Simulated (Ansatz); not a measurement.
# CO (carbon monoxide) at CCSDT/STO-3G

Aim: the electronic atomisation energy of CO (carbon monoxide) at CCSDT/STO-3G, from 3 runs. 

The results are computed with Ansatz 0.2.0.

38 further runs of the same task are left out: 10 that didn't finish, 28 set aside as unsound or not needed.

### 1 Starting point

The species is CO (2 atoms), meant as a singlet with charge 0. As SMILES, `[C-]#[O+]`. Geometry: relaxed at PBE0-D4/def2-TZVP.

Bond lengths: C1–O2 1.123 Å.

### 2 A single-point energy at CCSDT/STO-3G

Input file run.yaml:

```yaml
basis:
  gaussian: {orbitals: STO-3G}
crystal:
  periodic: [false, false, false]
  atoms:
    - symbol: C
      position_ang: [0.479900, -0.155100, 0.247200]
    - symbol: O
      position_ang: [-0.479900, 0.155100, -0.247200]
correlation: {method: ccsdt, frozen_orbitals: {C: 1, O: 1}}
accuracy: high
scf: {omitted_lower_state_checks: [cluster_reference, increment]}
```

Started as:

```sh
$ ansatz run run.yaml --threads 1 --pin off --max-ram 2610MiB --events-out events.jsonl --progress --plain --runs-dir runs
```

Log:

```text
Warning: RAYON_NUM_THREADS=1 ignored (pool sized by the plan → 1); use --threads N
[... 11 lines left out ...]
2 core orbitals not correlated: weight in the atoms' cores, before any rotation towards them, 1.000 or more for the frozen orbitals, at most 0.000 for the correlated occupied ones
[... 22 lines left out ...]
Total energy: -3030.30574594 eV, -111.3616821481 hartree
Checks for a lower state left out: cluster_reference, increment
```

Wall time 0.2 s (1 thread of Intel Xeon Platinum 8375C at 2.90GHz (Ice Lake), shared host).

### 3 The C atom at the same level

Input file in.yaml:

```yaml
crystal:
  periodic: [false, false, false]
  atoms:
    - {symbol: C, position_ang: [0.000000, 0.000000, 0.000000]}
basis:
  gaussian:
    orbitals: STO-3G
magnetization:
  spin_polarized: true
  initial_magnetization: 2
correlation:
  method: ccsdt
  frozen_orbitals: {C: 1}
accuracy: high
scf:
  omitted_lower_state_checks: [cluster_reference, increment]
```

Run the same way, it converges to -37.21862 Eh (log not shown).

### 4 The O atom at the same level

Input file molecule.yaml:

```yaml
basis:
  gaussian: {orbitals: STO-3G}
crystal:
  periodic: [false, false, false]
  atoms:
    - {symbol: O, position_ang: [0.000000, 0.000000, 0.000000]}
magnetization: {spin_polarized: true, initial_magnetization: 2}
correlation: {method: ccsdt, frozen_orbitals: {O: 1}}
accuracy: high
scf: {omitted_lower_state_checks: [cluster_reference, increment]}
```

Run the same way, it converges to -73.80415 Eh (log not shown).

### 5 What came out

At CCSDT/STO-3G, 2 core orbitals frozen:

```
                                             quantity          value
                               molecule: total energy  -111.36168 Eh
molecule: correlation energy (2 core orbitals frozen)     -137.7 mEh
                              molecule: T1 diagnostic          0.016
                                 C atom: total energy   -37.21862 Eh
   C atom: correlation energy (1 core orbital frozen)      -20.2 mEh
            C atom: ⟨S²⟩ of the reference determinant          2.000
                                C atom: T1 diagnostic          0.000
                                 O atom: total energy   -73.80415 Eh
   O atom: correlation energy (1 core orbital frozen)        0.0 mEh
            O atom: ⟨S²⟩ of the reference determinant          2.000
                                O atom: T1 diagnostic          0.000
                        electronic atomisation energy       9.222 eV
```

**Reading.** Taking the molecule apart into free atoms costs 9.22 eV (890 kJ/mol), before zero-point energy and without spin-orbit coupling. In a minimal basis such a difference can be off by several eV, whatever the method.
